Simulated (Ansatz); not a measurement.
# CH4AlClO: the cost of one run

Method: RKS PBE-D4/def2-SVP, in Ansatz 0.2.0.

### 1 The starting structure

Bond lengths: O1–C2 1.350 Å, C2–Al3 2.007 Å, Al3–Cl4 2.149 Å, O1–H5 1.042 Å, C2–H6 1.116 Å, C2–H7 1.140 Å, Al3–H8 1.606 Å. Angles: O1–C2–Al3 109.6°, O1–C2–H6 111.7°, O1–C2–H7 107.3°, Al3–C2–H6 110.7°, Al3–C2–H7 109.2°, H6–C2–H7 108.1°, C2–O1–H5 107.2°, C2–Al3–Cl4 120.3°, C2–Al3–H8 117.6°, Cl4–Al3–H8 121.9°.

Structure file:

```xyz
8

O     0.0959    1.4722   -0.5763
C     0.4231    0.6022    0.4028
Al   -0.1545   -1.2474   -0.1192
Cl   -1.1384   -1.5871   -1.9998
H    -0.9294    1.6427   -0.5067
H    -0.0248    0.8942    1.3819
H     1.5580    0.6245    0.5111
H     0.2624   -2.4583    0.8504
```

### 2 Relaxing end A

The input, input.yaml:

```yaml
crystal:
  periodic: [false, false, false]
  atoms:
    - { symbol: O, position_ang: [0.0959, 1.4722, -0.5763] }
    - { symbol: C, position_ang: [0.4231, 0.6022, 0.4028] }
    - { symbol: Al, position_ang: [-0.1545, -1.2474, -0.1192] }
    - { symbol: Cl, position_ang: [-1.1384, -1.5871, -1.9998] }
    - { symbol: H, position_ang: [-0.9294, 1.6427, -0.5067] }
    - { symbol: H, position_ang: [-0.0248, 0.8942, 1.3819] }
    - { symbol: H, position_ang: [1.558, 0.6245, 0.5111] }
    - { symbol: H, position_ang: [0.2624, -2.4583, 0.8504] }
basis:
  gaussian: { orbitals: def2-SVP }
hamiltonian:
  xc: pbe
  dispersion: d4
relax:
  f_tol: 0.015
  max_steps: 40
```

The run is started by

```bash
$ ansatz run input.yaml --threads 1 --pin off --max-ram 2048MiB --backend cpu --events-out ev --progress --plain --runs-dir out
```

Q: Estimate wall time and peak memory on 1 thread of Arm Neoverse V1, shared host.

About 42 s, with a peak of 0.14 GiB.
